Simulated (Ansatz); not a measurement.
# RuWO4: the cost of one run

Method: DFT PBE, scalar-relativistic, plane waves, PAW, in Ansatz 0.2.0.

## (1) Starting point

The cell holds 24 atoms (O16Ru4W4): a = 6.637 Å, b = 6.637 Å, c = 7.697 Å, α = 115.54°, β = 115.54°, γ = 90.00°.

The sites of an ideal rutile lattice, at a guessed lattice constant, take 4 W, 4 Ru; 16 O (sublattices apart by semicolons), with a shake of 0.02 Å. Warren-Cowley parameters of the first shell (negative: unlike neighbours preferred): Ru-W +0.00. In a cell this small the draw can fall short of the order aimed at.

Its coordinates follow in the input file.

## (2) Relaxation without symmetry, coarse mesh

A cheap relaxation: coarse mesh, no symmetry, loose thresholds.

The input, input.yaml:

```yaml
crystal:
  lattice:
    - [4.69278924, -4.69278924, 0.0]
    - [-4.69278924, -4.69278924, 0.0]
    - [0.0, 4.69278924, -6.10062602]
  atoms:
    - { symbol: O, position: [0.7510539976, 0.4444774249, 0.4959448765] }
    - { symbol: O, position: [0.5006083346, 0.1915309569, 0.9908520125] }
    - { symbol: O, position: [0.2521805355, 0.943962253, 0.5001135836] }
    - { symbol: O, position: [0.99422107, 0.6909182492, 0.9932023872] }
    - { symbol: O, position: [0.7473562699, 0.0578545974, 0.4975001062] }
    - { symbol: O, position: [0.4961878599, 0.7975470405, 0.9934622844] }
    - { symbol: O, position: [0.2506671574, 0.5531187205, 0.5003721306] }
    - { symbol: O, position: [0.0029209122, 0.3061129304, 0.0018886004] }
    - { symbol: O, position: [0.92444902, 0.1204541051, 0.2502496513] }
    - { symbol: O, position: [0.6882883267, 0.8791257395, 0.7569108297] }
    - { symbol: O, position: [0.4337689477, 0.6231176616, 0.2541225973] }
    - { symbol: O, position: [0.1789188611, 0.3706555245, 0.7483769537] }
    - { symbol: O, position: [0.3251267879, 0.1282245816, 0.2551005822] }
    - { symbol: O, position: [0.0672296402, 0.8711995935, 0.7439447142] }
    - { symbol: O, position: [0.8241715124, 0.6250784829, 0.2542535299] }
    - { symbol: O, position: [0.5718765742, 0.3760532563, 0.7486824535] }
    - { symbol: Ru, position: [0.7494898326, 0.7496431108, 0.5006629756] }
    - { symbol: Ru, position: [0.5046779713, 0.5016435772, 0.0026060568] }
    - { symbol: Ru, position: [0.6296929316, 0.1307027484, 0.2555932564] }
    - { symbol: Ru, position: [0.8776292317, 0.3864303615, 0.7537263784] }
    - { symbol: W, position: [0.2499796047, 0.2432020734, 0.4960442203] }
    - { symbol: W, position: [0.9998773903, 0.0019989837, 0.0017982746] }
    - { symbol: W, position: [0.3754566476, 0.8765891387, 0.7504162836] }
    - { symbol: W, position: [0.1194267985, 0.6215481149, 0.2482933487] }
  symmetry: { detect: false }
basis:
  ecutwfc: 420
kpoints:
  mp_grid: { grid: [2, 2, 2], shift: [0.5, 0.5, 0.5] }
hamiltonian:
  xc: pbe
scf:
  occupations: { method: gaussian, width: 0.1 }
  lower_state_search: "off"
output:
  forces: true
  stress: true
  eigenvalues: true
relax:
  adjacent_minimum: "off"
  f_tol: 0.04
  max_steps: 50
  cell: { stress_tol: 0.3 }
```

Run with:

```bash
> ansatz run input.yaml --threads 4 --pin off --max-ram 9216MiB --backend cpu --events-out ev --progress --plain --runs-dir out
```

**Question.** How long does this run take on 4 threads of Arm Neoverse V2, shared host, and how much memory does it need?

About 93 s, with a peak of 0.96 GiB.
